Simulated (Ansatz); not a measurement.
# TiSb (antiPbO): equation of state

An exercise on one series of results from a longer session: the logs are not shown, and one member is left open.

Method: DFT PBEsol, scalar-relativistic, plane waves, PAW, in Ansatz 0.2.0.

### The starting structure

The structure is tetragonal, space group P4/nmm (No. 129). The conventional cell has a = 4.436 Å, b = 4.436 Å, c = 5.458 Å, α = 90.00°, β = 90.00°, γ = 90.00°. Ti (site symmetry -4m2) is surrounded by 4 Sb at 2.71 Å. Sb (site symmetry 4mm) is surrounded by 4 Ti at 2.71 Å.

Coordinates:

```
CELL_PARAMETERS angstrom
4.43610 0.00000 0.00000
0.00000 4.43610 0.00000
0.00000 0.00000 5.45835
ATOMIC_POSITIONS crystal
Ti 0.00000 0.00000 0.00000
Ti 0.50000 0.50000 0.00000
Sb 0.50000 0.00000 0.28507
Sb 0.00000 0.50000 0.71493
```

This cell comes from an earlier session at PBEsol: 26.854 Å³/atom at -0.06 GPa, on a 8×8×6 mesh.

Volume factors to run: 0.980, 1.020, 0.960, 1.040.

The first run:

The input, input.yaml:

```yaml
crystal:
  lattice:
    - [4.4063285705, 0.0, 0.0]
    - [0.0, 4.4063285705, 0.0]
    - [0.0, 0.0, 5.4217141333]
  atoms:
    - { symbol: Ti, position: [0.0, 0.0, 0.0] }
    - { symbol: Ti, position: [0.5, 0.5, 0.0] }
    - { symbol: Sb, position: [0.5, 0.0, 0.2850670642] }
    - { symbol: Sb, position: [0.0, 0.5, 0.7149329358] }
basis:
  ecutwfc: 420
  ecutrho_ratio: 4
kpoints:
  mp_grid: { grid: [8, 8, 6] }
hamiltonian:
  xc: pbesol
scf:
  occupations: { method: gaussian, width: 0.05 }
output:
  forces: true
  stress: true
  eigenvalues: true
relax:
  f_tol: 0.01
  max_steps: 40
  cell: { stress_tol: 0.1, fix: [volume] }
```

Steps of the session up to this table: At 0.980 of the relaxed volume; Volume × 1.020; Volume × 0.960; At 1.040 of the relaxed volume.

One table of the session follows, with a row left open; its other results are not shown here.

It belongs to the step «Energy and pressure against volume». 

| volume (Å³/atom) | energy (meV/atom) | pressure (GPa) |
| --- | --- | --- |
| 25.780 | 1.89 | 0.72 |
| 26.317 | 0.35 | 0.27 |
| 26.854 | 0.00 | -0.06 |
| 27.391 | ? | ? |
| 27.928 | 2.14 | -0.59 |

Q: Estimate the row for volume (Å³/atom) = 27.391 from the others.

Worked estimate for «energy (meV/atom)». A straight line through the neighbours (26.854, 0.00) and (27.928, 2.14) gives 0.00 + (2.14 − 0.00) × (27.391 − 26.854) / (27.928 − 26.854) = 1.07; a parabola fitted to 3 rows on both sides gives 0.60.

**Answer.** energy (meV/atom): 0.64; pressure (GPa): -0.36. In «energy (meV/atom)» the line misses by +0.43 and the parabola by -0.04.
